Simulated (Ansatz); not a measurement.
# Ru2C: the cost of one run

Computed with Ansatz 0.2.0 (DFT PBE, scalar-relativistic, plane waves, PAW, unless a step names another level, unless a step's input says otherwise).

1 further run of the same task is left out (it didn't finish). Runs told in other sessions of the task aren't counted.

## Step 1: The starting structure

The structure is orthorhombic, space group Pbcn (No. 60). The conventional cell has a = 4.935 Å, b = 5.634 Å, c = 4.975 Å, α = 90.00°, β = 90.00°, γ = 90.00°. Ru (site symmetry 1) has 3 C at 2.04 to 2.09 Å in its first shell of neighbours. C (site symmetry 2) is surrounded by 6 Ru at 2.04 to 2.09 Å.

Coordinates:

```
CELL_PARAMETERS angstrom
4.93494 0.00000 0.00000
0.00000 5.63392 0.00000
0.00000 0.00000 4.97465
ATOMIC_POSITIONS crystal
Ru 0.24371 0.10705 0.07456
Ru 0.75629 0.10705 0.42544
Ru 0.25629 0.39295 0.57456
Ru 0.74371 0.39295 0.92544
Ru 0.24371 0.89295 0.57456
Ru 0.75629 0.89295 0.92544
Ru 0.25629 0.60705 0.07456
Ru 0.74371 0.60705 0.42544
C 0.50000 0.14542 0.75000
C 0.00000 0.35458 0.25000
C 0.50000 0.85458 0.25000
C 0.00000 0.64542 0.75000
```

It came out lowest among 23 distinct ends of the trial cells. At a tolerance of 0.05 Å it has space group Pbcn (No. 60).

## Step 2: Kick test: the unmoved cell on a coarse mesh

Input file input.yaml:

```yaml
crystal:
  lattice:
    - [-4.9349407335, 0.0, 0.0]
    - [0.0, 0.0, -4.9746534911]
    - [0.0, -5.6339233735, 0.0]
  atoms:
    - { symbol: Ru, position: [0.7562931547, 0.9254437489, 0.8929535452] }
    - { symbol: Ru, position: [0.2437068453, 0.5745562511, 0.8929535452] }
    - { symbol: Ru, position: [0.7437068453, 0.4254437489, 0.6070464548] }
    - { symbol: Ru, position: [0.2562931547, 0.0745562511, 0.6070464548] }
    - { symbol: Ru, position: [0.7562931547, 0.4254437489, 0.1070464548] }
    - { symbol: Ru, position: [0.2437068453, 0.0745562511, 0.1070464548] }
    - { symbol: Ru, position: [0.7437068453, 0.9254437489, 0.3929535452] }
    - { symbol: Ru, position: [0.2562931547, 0.5745562511, 0.3929535452] }
    - { symbol: C, position: [0.5, 0.25, 0.8545800283] }
    - { symbol: C, position: [1.0, 0.75, 0.6454199717] }
    - { symbol: C, position: [0.5, 0.75, 0.1454199717] }
    - { symbol: C, position: [1.0, 0.25, 0.3545800283] }
basis:
  ecutwfc: 420
kpoints:
  mp_grid: { grid: [4, 4, 4] }
hamiltonian:
  xc: pbe
scf:
  occupations: { method: gaussian, width: 0.2 }
  lower_state_search: "off"
output:
  forces: true
  stress: true
  eigenvalues: true
```

On the command line:

```sh
$ ansatz run input.yaml --threads 1 --pin off --max-ram 2560MiB --backend cpu --events-out ev --progress --plain --runs-dir out
```

**Question.** How long does this run take on 1 thread of Intel Xeon Platinum 8259CL at 2.50GHz (Skylake/Cascade Lake), shared host, and how much memory does it need?

About 19 s, with a peak of 0.59 GiB.
